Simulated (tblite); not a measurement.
# C2H7GeO5S: the cost of one run

The runs use tblite 0.8.0 and PySCF 2.14.0, with density-fitted response routines of our own; the level of theory stands in each step. All values are computed, except where a source is named. Atoms are numbered from 0 throughout.

### 1 The molecule as given

16 atoms, charge -1, multiplicity 1; geometry from: force field or distance geometry start.

Bonds of the start (Å): C0–O1 1.38, O1–Ge2 1.78, Ge2–O3 1.78, O3–C4 1.42, C4–S5 1.78, S5–O6 1.48, S5–O7 1.52, S5–O8 1.68, C0–H9 1.11, C0–H10 1.13, C0–H11 1.11, Ge2–H12 1.56, Ge2–H13 1.55, C4–H14 1.10, C4–H15 1.11.

### 2 Geometry optimisation with GFN2-xTB

The job: settings as JSON, then the geometry in Å.

```
{"job": {"kind": "relax", "xc": "GFN2-xTB", "basis": "xTB"}, "charge": -1, "multiplicity": 1}
C     -2.772600    -0.759700    -0.247600
O     -1.811800    -0.236800     0.592300
Ge    -0.951600     1.027100    -0.325600
O      0.631600     0.333800    -0.755800
C      1.300100     0.208900     0.488000
S      2.902200    -0.486000     0.168100
O      2.752500    -1.829000    -0.434100
O      3.726300    -0.591300     1.443900
O      3.665800     0.603500    -0.865300
H     -3.626900    -0.047200    -0.230900
H     -3.090800    -1.751800     0.185300
H     -2.425200    -0.956400    -1.278000
H     -0.710100     2.267400     0.583500
H     -1.752900     1.374700    -1.601800
H      0.731800    -0.399700     1.206400
H      1.424200     1.251400     0.862500
```

The run is started by

```bash
> OMP_NUM_THREADS=1 python probes_run.py task.json out
```

One launch serves the whole session: the jobs run in the order shown.

Q: Estimate the wall time and peak memory of this first job on 1 thread of Intel Xeon at 2.50GHz, shared host.

About 6.5 s, with a peak of 0.18 GiB.
